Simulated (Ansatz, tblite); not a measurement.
# C₂₄H₁₄S₆: a ladder of methods and basis sets

An exercise on one series of results from a longer session: the logs are not shown, and one member is left open.

Computed with Ansatz 0.2.0, Gaussian basis. Level: as each input shows.

The runs, in order: GFN1-xTB, GFN2-xTB, PBE-D4/def2-TZVP, r2SCAN-D4/def2-TZVP, PBE-D4/def2-SVP, PBE0-D4/def2-SVP.

1 further run of the same task is left out (set aside as unsound or not needed). Runs told in other sessions of the task aren't counted.

## The geometry

The singlet was relaxed beforehand with PBE-D4/def2-SVP.

SMILES `c1csc(-c2ccc(-c3ccc(-c4ccc(-c5ccc(-c6cccs6)s5)s4)s3)s2)c1`, 44 atoms, charge 0, spin multiplicity 1.

Bond lengths: C1–C2 1.383 Å, C1–C30 1.422 Å, C1–H31 1.098 Å, C2–S3 1.730 Å, C2–H32 1.096 Å, S3–C4 1.753 Å, C4–C5 1.445 Å, C4–C30 1.396 Å, C5–C6 1.397 Å, C5–S29 1.752 Å, C6–C7 1.413 Å, C6–H33 1.098 Å, C7–C8 1.397 Å, C7–H34 1.099 Å, C8–C9 1.439 Å, C8–S29 1.754 Å, C9–C10 1.398 Å, C9–S28 1.754 Å and more. Angles: C2–C1–C30 112.9°, C2–C1–H31 123.1°, C30–C1–H31 124.0°, C1–C2–S3 111.6°, C1–C2–H32 128.7°, S3–C2–H32 119.8°, C2–S3–C4 92.2°, S3–C4–C5 121.7°, S3–C4–C30 110.1°, C5–C4–C30 128.2°, C4–C5–C6 128.2°, C4–C5–S29 121.5°, C6–C5–S29 110.2°, C5–C6–C7 113.6°, C5–C6–H33 122.7°, C7–C6–H33 123.7°, C6–C7–C8 113.7°, C6–C7–H34 123.9° and more.

PBE0-D4/def2-TZVP was run before; its log isn't repeated, and its numbers join the tables.

Set-up of the first run:

Tight binding, by tblite at 300 K electronic temperature and without a spin-polarisation term:

```python
tblite.interface.Calculator('GFN1-xTB', numbers, positions, charge=0, uhf=0).singlepoint()
```

Tight binding, by tblite at 300 K electronic temperature and without a spin-polarisation term:

```python
tblite.interface.Calculator('GFN2-xTB', numbers, positions, charge=0, uhf=0).singlepoint()
```

start.molden holds the orbitals of an earlier run on this state, given as this run's starting guess.

File in.yaml:

```yaml
crystal:
  periodic: [false, false, false]
  atoms:
    - {symbol: C, position_ang: [10.870047, 0.355326, -0.519874]}
    - {symbol: C, position_ang: [10.748971, -1.012648, -0.686065]}
    - {symbol: S, position_ang: [9.092231, -1.511754, -0.662901]}
    - {symbol: C, position_ang: [8.529780, 0.131361, -0.426409]}
    - {symbol: C, position_ang: [7.122978, 0.442690, -0.313844]}
    - {symbol: C, position_ang: [6.526691, 1.691251, -0.124760]}
    - {symbol: C, position_ang: [5.116084, 1.639355, -0.057644]}
    - {symbol: C, position_ang: [4.595512, 0.349835, -0.193648]}
    - {symbol: C, position_ang: [3.223933, -0.084685, -0.176897]}
    - {symbol: C, position_ang: [2.700545, -1.373468, -0.312162]}
    - {symbol: C, position_ang: [1.290311, -1.420914, -0.244502]}
    - {symbol: C, position_ang: [0.696622, -0.169598, -0.055670]}
    - {symbol: C, position_ang: [-0.696455, 0.169624, 0.059622]}
    - {symbol: C, position_ang: [-1.290236, 1.420947, 0.248113]}
    - {symbol: C, position_ang: [-2.700520, 1.373503, 0.314952]}
    - {symbol: C, position_ang: [-3.223826, 0.084698, 0.179636]}
    - {symbol: C, position_ang: [-4.595415, -0.349861, 0.195426]}
    - {symbol: C, position_ang: [-5.115888, -1.639354, 0.058786]}
    - {symbol: C, position_ang: [-6.526568, -1.691217, 0.124429]}
    - {symbol: C, position_ang: [-7.122981, -0.442670, 0.313171]}
    - {symbol: C, position_ang: [-8.529886, -0.131323, 0.424380]}
    - {symbol: C, position_ang: [-9.615074, -1.007529, 0.370785]}
    - {symbol: C, position_ang: [-10.870187, -0.355443, 0.516597]}
    - {symbol: C, position_ang: [-10.749371, 1.012751, 0.681186]}
    - {symbol: S, position_ang: [-9.092683, 1.512052, 0.658219]}
    - {symbol: S, position_ang: [-5.897521, 0.805839, 0.408945]}
    - {symbol: S, position_ang: [-1.927070, -1.077194, -0.033668]}
    - {symbol: S, position_ang: [1.927313, 1.077170, 0.037416]}
    - {symbol: S, position_ang: [5.897464, -0.805887, -0.408132]}
    - {symbol: C, position_ang: [9.615110, 1.007371, -0.372382]}
    - {symbol: H, position_ang: [11.837642, 0.875152, -0.504662]}
    - {symbol: H, position_ang: [11.540513, -1.759305, -0.821233]}
    - {symbol: H, position_ang: [7.107513, 2.618725, -0.037624]}
    - {symbol: H, position_ang: [4.476690, 2.521279, 0.087402]}
    - {symbol: H, position_ang: [3.337552, -2.257144, -0.456930]}
    - {symbol: H, position_ang: [0.703547, -2.346046, -0.330600]}
    - {symbol: H, position_ang: [-0.703503, 2.346103, 0.334234]}
    - {symbol: H, position_ang: [-3.337630, 2.257208, 0.459059]}
    - {symbol: H, position_ang: [-4.476390, -2.521279, -0.085769]}
    - {symbol: H, position_ang: [-7.107360, -2.618636, 0.036422]}
    - {symbol: H, position_ang: [-9.499232, -2.090196, 0.229880]}
    - {symbol: H, position_ang: [-11.837705, -0.875408, 0.501374]}
    - {symbol: H, position_ang: [-11.541068, 1.759469, 0.815107]}
    - {symbol: H, position_ang: [9.499537, 2.089838, -0.229756]}
basis:
  gaussian: {orbitals: def2-TZVP, fitting: {mean_field: def2-universal-jkfit}, initial_orbitals: start.molden}
hamiltonian: {xc: pbe, dispersion: d4}
scf: {omitted_lower_state_checks: [starts]}
output: {orbitals: {seedname: orbitals}}
```

Run with:

```console
$ ansatz run in.yaml --threads 2 --pin off --events-out ev --progress --plain --max-ram 32768MiB --backend cuda --devices 0, --max-vram 18GiB
```

Steps of the session up to this table: PBE-D4/def2-TZVP; r2SCAN-D4/def2-TZVP; PBE-D4/def2-SVP; PBE0-D4/def2-SVP.

One table of the session follows, with a row left open; its other results are not shown here.

It belongs to the step «Binding energy». 

| level | binding an atom (eV) |
| --- | --- |
| PBE-D4/def2-SVP | ? |
| PBE-D4/def2-TZVP | 5.391 |
| r2SCAN-D4/def2-TZVP | 5.191 |
| PBE0-D4/def2-SVP | 5.310 |
| PBE0-D4/def2-TZVP | 5.246 |

Estimate the missing values for PBE-D4/def2-SVP.

As computed: binding an atom (eV): 5.457. In the column «binding an atom (eV)» it is the highest.

Limits of these values: Free atoms were run apart at each level; binding is atoms less cluster, divided by the number of atoms, without zero-point or spin-orbit terms.
